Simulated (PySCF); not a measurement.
# 3-tert-butylfuran: geometry, NMR shifts and electronic excitations

What NMR shifts and electronic excitations should 3-tert-butylfuran (`CC(C)(C)c1ccoc1`) show?

The runs use PySCF 2.14.0, with density-fitted response routines of our own; the level of theory stands in each step. All values are computed, except where a source is named. Atoms count from 0, in the outputs and in this text.

## (1) The starting structure

21 atoms, charge 0, multiplicity 1; geometry from: GFN2-xTB.

Bonds of the start (Å): C0–C1 1.53, C1–C2 1.53, C1–C3 1.53, C1–C4 1.50, C4–C5 1.42, C5–C6 1.36, C6–O7 1.34, O7–C8 1.35, C8–C4 1.36, C0–H9 1.09, C0–H10 1.09, C0–H11 1.09, C2–H12 1.09, C2–H13 1.09, C2–H14 1.09, C3–H15 1.09, C3–H16 1.09, C3–H17 1.09, C5–H18 1.07, C6–H19 1.07, C8–H20 1.07.

## (2) Optimising the geometry at PBE0-D3(BJ)/def2-SVP

The job: settings as JSON, then the geometry in Å.

```
{"job": {"xc": "PBE0", "basis": "def2-SVP", "d3": "d3bj", "grid": 1, "kind": "geom"}, "charge": 0, "multiplicity": 1}
C     -1.468728    -0.798088    -0.824917
C     -0.690124     0.179841     0.063403
C     -0.814153     1.599602    -0.502783
C     -1.269260     0.147451     1.479077
C      0.759141    -0.216987     0.076597
C      1.620424    -0.299469    -1.055221
C      2.832413    -0.691669    -0.585474
O      2.792779    -0.859076     0.745727
C      1.538068    -0.570484     1.138043
H     -2.525046    -0.538651    -0.834217
H     -1.365419    -1.814167    -0.450594
H     -1.098900    -0.770616    -1.846488
H     -0.441210     1.642771    -1.522664
H     -0.240768     2.299227     0.101227
H     -1.855155     1.914906    -0.502978
H     -2.317793     0.436356     1.458942
H     -1.197259    -0.852360     1.900316
H     -0.735603     0.837866     2.127737
H      1.369123    -0.095204    -2.075888
H      3.767076    -0.879435    -1.076076
H      1.331473    -0.654871     2.185759
```

**Question.** This job is followed by: GIAO PBE0/pcSseg-1 NMR shielding, non-relativistic, gas phase; TDDFT CAM-B3LYP/def2-SVPD, vertical, gas phase, core orbitals frozen in the response; GIAO KT3/pcSseg-1 NMR shielding, non-relativistic, gas phase. Predict these results of the whole session: point group; rotational constants (main isotopes); 13C shifts against TMS (PBE0/pcSseg-1, means over atoms taken as alike); 1H shifts against TMS (PBE0/pcSseg-1, means over atoms taken as alike); 17O shifts against H2O (PBE0/pcSseg-1); lowest singlet (CAM-B3LYP/def2-SVPD); lowest triplet; vertical ionisation energy (ΔSCF); range of the shift of C6.

As calculated:

```
                                                               quantity                                       value
                                                            point group                                          Cs
                                   rotational constants (main isotopes)                        3.09, 1.18, 1.05 GHz
13C shifts against TMS (PBE0/pcSseg-1, means over atoms taken as alike)  147.0, 142.2, 140.2, 114.9, 32.4, 30.6 ppm
 1H shifts against TMS (PBE0/pcSseg-1, means over atoms taken as alike)                  7.35, 7.13, 6.55, 1.24 ppm
                                 17O shifts against H2O (PBE0/pcSseg-1)                                   295.5 ppm
                                   lowest singlet (CAM-B3LYP/def2-SVPD)                 6.25 eV (198 nm), f = 0.148
                                                         lowest triplet                                     4.08 eV
                                      vertical ionisation energy (ΔSCF)                                     8.52 eV
                                               range of the shift of C6                          134.7 to 147.0 ppm
```

Over 4 steps the energy fell by 0.055 eV; of the close pairs, C5–H18 changed most, 1.071 to 1.088 Å. No frequency check was run at this level, so the end point may be a saddle. At PBE0/pcSseg-1: Shielding is most anisotropic at O7 (span 351 ppm, paramagnetic term -360 ppm). The lowest singlet, at 6.25 eV, is HOMO→LUMO+1 0.96 and is bright. The lowest triplet lies 2.17 eV below the lowest singlet (triplets in Tamm-Dancoff, singlets in full TDDFT). At CAM-B3LYP/def2-SVPD, the highest states lie near or above the ionisation energy, where they hang on the basis. The orbital energy would give 7.82 eV for ionisation, ΔSCF gives 8.52 eV. Across the 2 runs the shift of C6 moves most, between 134.7 (KT3/pcSseg-1) and 147.0 ppm (PBE0/pcSseg-1).
